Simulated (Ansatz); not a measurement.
Which YAML input does this script hand to the engine? (the Ansatz DFT code, driven from Python)

`scf_licah3.py`:
```python
# -*- coding: utf-8 -*-
"""Single point of LiCaH3."""

from collections import Counter
from pathlib import Path

import ansatz as az
from ase.io.cube import read_cube_data
from ase.units import Bohr
import numpy as np


def main():
    lattice = az.Lattice.of(
        (2.60556588, 1.50432417, 4.14243587),
        (-2.60556588, 1.50432417, 4.14243587),
        (0.0, -3.00864833, 4.14243587),
    )
    sites = [
        ("Li", (0.0, 0.0, 0.0)),
        ("Li", (0.5, 0.5, 0.5)),
        ("Ca", (0.25, 0.25, 0.25)),
        ("Ca", (0.75, 0.75, 0.75)),
        ("H", (0.698431, 0.801569, 0.25)),
        ("H", (0.25, 0.698431, 0.801569)),
        ("H", (0.801569, 0.25, 0.698431)),
        ("H", (0.75, 0.301569, 0.198431)),
        ("H", (0.198431, 0.75, 0.301569)),
        ("H", (0.301569, 0.198431, 0.75)),
    ]
    licah3 = az.Crystal(lattice=lattice)
    for symbol, position in sites:
        licah3 = licah3.atom(symbol, position)

    # functional, basis and sampling
    setup = (
        licah3.calculation()
        .kpoints(5)
        .functional("r2scan", dispersion="d4")
        .basis(21 * az.Ha)
        .occupations("fixed")
        .density()
        .output_files(volumetric_format="cube")
    )
    planned = setup.session().plan(threads=1)
    facts = planned.describe()
    print("plan:", facts["n_bands"], "bands,", len(facts["kpoints_frac"]), "k-points, plane waves", facts["n_pw_range"], "grid", facts["fft_dense"])
    done = planned.execute()
    report = done.report

    for key in ("converged", "n_iterations", "n_electrons", "n_kpoints", "n_pw", "n_symmetry_ops", "free_energy_ev", "fermi_energy_ev"):
        print(f"{key:18s} {report[key]}")

    rho = done.density()
    total = sum(ch.density_e_per_ang3 for ch in rho.channels[:2]) if len(rho.channels) < 3 else rho.channels[0].density_e_per_ang3
    print("grid", rho.dims, "electrons", round(float(total.mean() * rho.cell_volume_ang3), 4))
    profile = total.mean(axis=(1, 2))
    print("planar average along grid axis 0 (e/A^3):")
    print(np.array2string(profile[:: max(len(profile) // 16, 1)], precision=4))

    told = Counter((n["data"]["severity"], n["data"]["kind"]) for n in done.notices if n["event"] == "notice")
    for (severity, kind), count in sorted(told.items()):
        print(f"{severity:8s} {kind} x{count}")

    # cube files hold the density in electrons per cubic bohr
    folder = Path(done.write_results("cubes"))
    print("\n".join((folder / "rho.cube").read_text().splitlines()[: 6 + 6]))
    values, cube_atoms = read_cube_data(str(folder / "rho.cube"))
    print("electrons from the file:", round(values.mean() * cube_atoms.get_volume() / Bohr ** 3, 3))


if __name__ == "__main__":
    main()
```

```console
$ python scf_licah3.py
plan: 26 bands, 19 k-points, plane waves [3007, 3036] grid [40, 40, 40]
converged          True
n_iterations       6
n_electrons        32.0
n_kpoints          19
n_pw               3023
n_symmetry_ops     12
free_energy_ev     -4155.330520143767
fermi_energy_ev    4.171955254513359
grid (40, 40, 40) electrons 32.0
planar average along grid axis 0 (e/A^3):
[0.2417 0.2164 0.2254 0.3399 0.4749 0.5297 0.4749 0.3399 0.2254 0.2164
 0.2417 0.2164 0.2254 0.3399 0.4749 0.5297 0.4749 0.3399 0.2254 0.2164]
audit    band_cg_iterations x1
audit    loop_bands_changed x1
audit    preconditioner_resolved x1
ansatz rho
values in e/bohr^3 (x slowest, z fastest)
   10    0.000000    0.000000    0.000000
   40    0.123095    0.071069    0.195702
   40   -0.123095    0.071069    0.195702
   40    0.000000   -0.142138    0.195702
    3    3.000000    0.000000    0.000000    0.000000
    3    3.000000    0.000000    0.000000   11.742104
   20   20.000000    0.000000    0.000000    5.871052
   20   20.000000    0.000000    0.000000   17.613156
    1    1.000000   -0.507831    2.842761   13.699121
    1    1.000000   -2.207987   -1.861175   13.699121
electrons from the file: 32.0
```

`input.yaml`:
```yaml
crystal:
  lattice:
    - [2.60556588, 1.50432417, 4.14243587]
    - [-2.60556588, 1.50432417, 4.14243587]
    - [0.0, -3.00864833, 4.14243587]
  atoms:
    - { symbol: Li, position: [0.0, 0.0, 0.0] }
    - { symbol: Li, position: [0.5, 0.5, 0.5] }
    - { symbol: Ca, position: [0.25, 0.25, 0.25] }
    - { symbol: Ca, position: [0.75, 0.75, 0.75] }
    - { symbol: H, position: [0.698431, 0.801569, 0.25] }
    - { symbol: H, position: [0.25, 0.698431, 0.801569] }
    - { symbol: H, position: [0.801569, 0.25, 0.698431] }
    - { symbol: H, position: [0.75, 0.301569, 0.198431] }
    - { symbol: H, position: [0.198431, 0.75, 0.301569] }
    - { symbol: H, position: [0.301569, 0.198431, 0.75] }
basis:
  ecutwfc: 571.4391111657
kpoints:
  mp_grid: { grid: [5, 5, 5] }
hamiltonian:
  xc: r2scan
  dispersion: d4
scf:
  occupations: { method: fixed }
output:
  write_density: true
  volumetric_format: cube
```

On the command line:
```console
$ ansatz run input.yaml --threads 1 --pin off --max-ram 3072MiB --backend cpu --events-out ev --progress --plain --runs-dir out
Engine: ansatz 0.2.0, x86_64-unknown-linux-gnu
Pseudopotentials: kind: paw
Pseudopotential: Li, paw, valence charge 3, recommended cutoff 500 eV (meta_gga), Li.paw.azcp
Pseudopotential: Ca, paw, valence charge 10, recommended cutoff 500 eV (meta_gga), Ca.paw.azcp
Pseudopotential: H, paw, valence charge 1, recommended cutoff 500 eV (meta_gga), H.paw.azcp
Functional definition: r2SCAN
  parameter k0 = 0.174
  parameter k1 = 0.065
  parameter a1 = 4.9479
  exchange = r2scan_x(k0 = k0, k1 = k1, a1 = a1)
  correlation = r2scan_c
Crystal: 10 atoms, lattice volume = 97.421 Å³
Basis set: ecut = 571.4391111657 eV, 3023 PW (Γ), exchange–correlation on 160×160×160 points (64 copies of the dense FFT grid, shifted against one another)
Bands: 26, of which v1, the nominal top of the filled ones, is band 16 counted from 1 (15 counted from 0)
Symmetry: 12 space group operations
Space group: R-3c (ITA 167), of the structure as read, at distance tolerance 4.6e-5 Å
k-points: 19 of 125
Non-local potential: Li, projectors of the file, l = 0: 3, l = 1: 2, l = 2: 1
Non-local potential: Ca, projectors of the file, l = 0: 3, l = 1: 2, l = 2: 2
Non-local potential: H, projectors of the file, l = 0: 2, l = 1: 1
PAW form: soft (Blöchl's): semilocal exchange-correlation on the pseudo side does not see the compensation charge
PAW frozen core: Ca, regenerated for the run's functional (the file was generated under x = pbe(κ = 0.804, μ = 0.2195149727645171), c = pbe(β = 0.06672455060314922))
PAW one-centre angular grid: Li, 302 points (default); XC on 327 of its mesh's 2665 points in the sphere
PAW one-centre angular grid: Ca, 302 points (default); XC on 160 Gauss nodes
PAW one-centre angular grid: H, 302 points (default); XC on 160 Gauss nodes
Initial density: superposition of atomic densities (neutral atoms: chi_scale 0, normalization atom), corrected by the library's trained network
Initial wavefunctions: pseudopotential atomic-orbital guess
Functional: x = r2scan, c = r2scan; τ floored in thin density (d = 2e-4 eV/Å³)
SCF iter   1: F=—  HF=-4155.145301 eV  |F-HF|=—  |Δ(HF+E_count)|=         —  Δρ=6.21e-3  dr2=4.45e-2  dr2_τ=1.75e-2  ethr=1.77e-3  ⟨swp⟩=4.4  Hψ=2199  notcnv=0  defer=115
preconditioner: auto → none  [insulator: Δε(μ)=2.978 eV  Ē_g=8.509 eV  n_scr=14 (ndim 8)  ℏωp=13.0 eV  f_vac=0.000  ε∞_Penn≈3.3]
SCF iter   2: F=—  HF=-4155.328606 eV  |F-HF|=—  |Δ(HF+E_count)|=   1.83e-1  Δρ=2.77e-3  dr2=7.02e-3  dr2_τ=3.08e-4  ethr=1.39e-4  ⟨swp⟩=3.3  Hψ=1075  notcnv=0  defer=151
SCF iter   3: F=—  HF=-4155.330376 eV  |F-HF|=—  |Δ(HF+E_count)|=   1.77e-3  Δρ=5.89e-4  dr2=1.44e-4  dr2_τ=4.93e-5  ethr=2.19e-5  ⟨swp⟩=2.8  Hψ=605  notcnv=0  defer=133
automatic band count: iteration 3 solves 25 bands in place of 26: the levels show a gap, and the empty bands left out lie too high to hold charge; the band table lists the bands solved (type scf.n_extra_bands for more)
SCF iter   4: F=—  HF=-4155.330494 eV  |F-HF|=—  |Δ(HF+E_count)|=   1.18e-4  Δρ=2.17e-4  dr2=2.00e-5  dr2_τ=2.50e-6  ethr=4.51e-7  ⟨swp⟩=2.0  Hψ=580  notcnv=0  defer=133
SCF iter   5: F=—  HF=-4155.330520 eV  |F-HF|=—  |Δ(HF+E_count)|=   2.63e-5  Δρ=2.01e-5  dr2=2.19e-7  dr2_τ=2.18e-8  ethr=6.24e-8  ⟨swp⟩=2.0  Hψ=589  notcnv=0  defer=101
SCF iter   6: F=-4155.330520 eV  HF=-4155.330520 eV  |F-HF|=5.47e-9  |Δ(HF+E_count)|=   3.37e-8  Δρ=4.26e-6  dr2=1.62e-8  dr2_τ=8.78e-10  ethr=3.13e-10  ⟨swp⟩=2.2  Hψ=859  notcnv=0
SCF 1 converged in 6 iterations: F = -4155.330520 eV  dr2 = 1.62e-8
  greatest PAW one-centre occupation: 0.999 electrons in one spin orbital (limit 2), on the Li atom at site 1 (counted from 0), in its partial waves of l = 0
SCF converged after 6 iterations
Free energy (F): -4155.330520 eV
Harris-Foulkes:  -4155.330520 eV  (|F-HF|=5.47e-9)
Internal energy: -4155.330520 eV  (E = F + TS)
E sigma→0 (E₀):  -4155.330520 eV
Fermi energy:    4.171955 eV
--- Per-component energies (eV) ---
  E_band       = -506.220724
  E_kinetic    = 685.195001
  E_local      = -1734.303507  (includes V_loc(G=0)·N_el)
  E_nonlocal   = 68.074527
  E_hartree    = 551.139451
  E_xc         = -352.290775
  E_vxc        = -497.164896  (∫ρ·V_xc dr)
  E_paw        = -1774.203254  (= ΣΔE_a)
  E_vpaw       = -158.296804  (= ΣTr[D̂ρ^β])
  E_aug_tail   = -0.000820  (compensation charges beyond the density's cutoff)
  E_vtau       = 27.999286  (kinetic-family band-sum trace: ∫τ·v_τ [+ j·A + Jᵃ·Aᵃ] dr)
  E_ewald      = -1598.124618
  E_disp       = -0.375195  (pairwise vdW)
  E_core_change = -0.441331  (= ΣΔE_core)
  E_smearing   = -0.000000  (= −TS)
  E_closure    = 0.000000  (closes the sum)
  Σ components = -4155.330520   (vs F -4155.330520, Δ=0.00e0)
```

Caveats:
- Absolute energies stand on the zero of these potentials, so only differences at equal settings mean something. A total without «per atom» is that of the cell as typed.
- With fixed filling the reported Fermi level is the top filled level among the k-points of the SCF.
- The zero of the levels is a convention of the potentials, so an absolute Fermi energy is no work function.
- Grid values close to the nuclei reflect the PAW or pseudopotential construction, not the all-electron fields.
- This cell is a computed structure, which may not be the phase found in nature.
- Timing: 6.1 s on 1 thread of Intel(R) Xeon(R) Platinum 8375C CPU @ 2.90GHz (Ice Lake), on a shared host, peak memory 0.71 GiB.

(A comment or docstring line of the script was reworded after the run, the code is as it ran; lines on the test bed's own set-up are left out of the output.)
